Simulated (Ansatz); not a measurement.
# Al3Cl: the cost of one run

Program: Ansatz 0.2.0. Level of theory: DFT PBE, scalar-relativistic, plane waves, PAW, unless a step names another level. These are calculated values, not measurements.

1 further run of the same task is left out (set aside as unsound or not needed).

## (1) The system as given

The structure is trigonal, space group P-3m1 (No. 164). The conventional cell has a = 3.181 Å, b = 3.181 Å, c = 18.077 Å, α = 90.00°, β = 90.00°, γ = 120.00°. Around Al (site symmetry 3m) lie 3 Cl at 2.49 Å and 3 Al at 2.73 Å. Around Al (site symmetry 3m) lie 6 Al at 2.73 to 2.81 Å. Al (site symmetry 3m) has 12 Al at 2.81 to 3.18 Å as nearest neighbours. Around Cl (site symmetry 3m) lie 3 Al at 2.49 Å.

As a file:

```
CELL_PARAMETERS angstrom
3.18086 0.00000 0.00000
-1.59043 2.75471 0.00000
0.00000 0.00000 18.07674
ATOMIC_POSITIONS crystal
Al 0.33333 0.66667 0.71143
Al 0.00000 0.00000 0.82319
Al 0.66667 0.33333 0.94098
Al 0.66667 0.33333 0.28857
Al 0.00000 0.00000 0.17681
Al 0.33333 0.66667 0.05902
Cl 0.66667 0.33333 0.61817
Cl 0.33333 0.66667 0.38183
```

It came out lowest among 24 distinct ends of the trial cells. At a tolerance of 0.05 Å it has space group P-3m1 (No. 164).

## (2) A stricter relaxation, on the response runs' mesh and smearing

Contents of input.yaml:

```yaml
crystal:
  lattice:
    - [3.1808634429, 0.0, 0.0]
    - [-1.5904317214, 2.7547085475, 0.0]
    - [0.0, 0.0, 18.0767425111]
  atoms:
    - { symbol: Al, position: [0.3333333333, 0.6666666667, 0.7114271578] }
    - { symbol: Al, position: [0.0, 0.0, 0.8231938673] }
    - { symbol: Al, position: [0.6666666667, 0.3333333333, 0.940983093] }
    - { symbol: Al, position: [0.6666666667, 0.3333333333, 0.2885728422] }
    - { symbol: Al, position: [0.0, 0.0, 0.1768061327] }
    - { symbol: Al, position: [0.3333333333, 0.6666666667, 0.059016907] }
    - { symbol: Cl, position: [0.6666666667, 0.3333333333, 0.6181727608] }
    - { symbol: Cl, position: [0.3333333333, 0.6666666667, 0.3818272392] }
basis:
  ecutwfc: 420
kpoints:
  mp_grid: { grid: [12, 12, 2] }
hamiltonian:
  xc: pbe
scf:
  occupations: { method: gaussian, width: 0.1 }
output:
  forces: true
  stress: true
  eigenvalues: true
relax:
  adjacent_minimum: "off"
  f_tol: 0.001
  max_steps: 60
  cell: { stress_tol: 0.01 }
```

Launch:

```console
$ ansatz run input.yaml --threads 3 --pin off --max-ram 7680MiB --backend cpu --events-out ev --progress --plain --runs-dir out
```

**Question.** How long does this run take on 3 threads of AMD EPYC 9R45 (Zen 5), shared host, and how much memory does it need?

About 8.3 s, with a peak of 0.57 GiB.
